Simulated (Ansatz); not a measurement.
# Zirconium, beta-Sn type under r²SCAN: ground state and equation of state

Aim: take zirconium in the beta-Sn type structure, relax it, solve it on a dense k-mesh, switch on spin-orbit coupling, then scale the cell to 7 volumes from 88 to 112 % of the relaxed one and try a fit of the equation of state. The k-meshes are 12×12×8 for the relaxation; 18×18×10 for the dense run; 11×11×6 for spin-orbit coupling; 13×13×7 for the volumes.

Method: DFT r2SCAN, plane waves (500 eV) with PAW, scalar-relativistic; the PAW data stem from PBE, with regenerated cores, in Ansatz 0.2.0.

## 1. The structure to begin with

Symmetry: I4_1/amd, No. 141, tetragonal system. Conventional cell: a = 5.637 Å, b = 5.637 Å, c = 3.078 Å, α = 90.00°, β = 90.00°, γ = 90.00°. Around Zr (site symmetry -4m2) lie 6 Zr at 2.92 to 3.08 Å.

As a file:

```cif
data_structure
_symmetry_space_group_name_H-M 'I4_1/amd:1'
_symmetry_Int_Tables_number 141
_cell_length_a 5.6366
_cell_length_b 5.6366
_cell_length_c 3.0776
_cell_angle_alpha 90.000
_cell_angle_beta 90.000
_cell_angle_gamma 90.000
_cell_volume 97.78
loop_
_atom_site_label
_atom_site_type_symbol
_atom_site_symmetry_multiplicity
_atom_site_Wyckoff_symbol
_atom_site_fract_x
_atom_site_fract_y
_atom_site_fract_z
_atom_site_occupancy
Zr1 Zr 4 a 0.00000 0.00000 0.00000 1
```

## 2. Geometry optimisation

Contents of input.yaml:

```yaml
crystal:
  lattice:
    - [-2.8183043902, 2.8183043902, 1.538794197]
    - [2.8183043902, -2.8183043902, 1.538794197]
    - [2.8183043902, 2.8183043902, -1.538794197]
  atoms:
    - { symbol: Zr, position: [0.0, 0.0, 0.0] }
    - { symbol: Zr, position: [0.75, 0.25, 0.5] }
hamiltonian:
  xc: r2scan
  pseudopotentials:
    kind: paw
    azcp:
      Zr: "pseudopotentials/Zr.paw.azcp"
basis:
  ecutwfc: 500
  fft_grid_basis: typed
kpoints:
  mp_grid: { grid: [12, 12, 8], shift: [0, 0, 0] }
magnetization:
  spin_polarized: false
scf:
  occupations: { method: fermi_dirac, width: 0.1 }
relax:
  max_steps: 60
  f_tol: 0.01
  cell: {}
```

Command:

```
> ansatz run input.yaml --threads 1 --pin off --max-ram 3584MiB --backend cpu --events-out ev --progress --plain --runs-dir out
```

Further steps of the session: Single point on a dense mesh; Spin-orbit coupling switched on; The cell scaled to 88 % of its volume; The cell scaled to 92 % of its volume; The cell scaled to 96 % of its volume; The cell scaled to 100 % of its volume; The cell scaled to 104 % of its volume; The cell scaled to 108 % of its volume; The cell scaled to 112 % of its volume.

What does the calculation give? Wanted: space group; conventional cell; volume; shortest distance; gap on the mesh; relative to hcp; V₀, B₀, B₀′.

The runs gave:

```
                      quantity                                   value
space group (spins left aside)                      P6_3/mmc (No. 194)
             conventional cell  a = 3.245 Å, c = 5.159 Å (c/a = 1.590)
                        volume                          23.517 Å³/atom
             shortest distance                                 3.187 Å
               gap on the mesh            none (levels filled in part)
               relative to hcp                             +1 meV/atom
                   V₀, B₀, B₀′             23.498 Å³/atom, 95 GPa, 3.2
```

**Reading.** The relaxation shrank the cell by 3.8 % in volume. The cell has left its prototype: it ends as hcp. What follows belongs to that structure, not to the type named at the start. The mesh has less symmetry than the lattice, which may have let the distortion in. It lies 1 meV/atom above the element's reference form at the same level (hcp, from a run of its own), within what mesh and smearing can decide. No gap shows: it is a metal or semimetal at this level. The total energy of the spin-orbit run lies +5.0 eV/atom from the scalar one, but the two kinds of run don't share a zero of energy: only differences within one kind count. B₀ comes out at 95 GPa; letting shape and positions relax at each volume could only lower it.
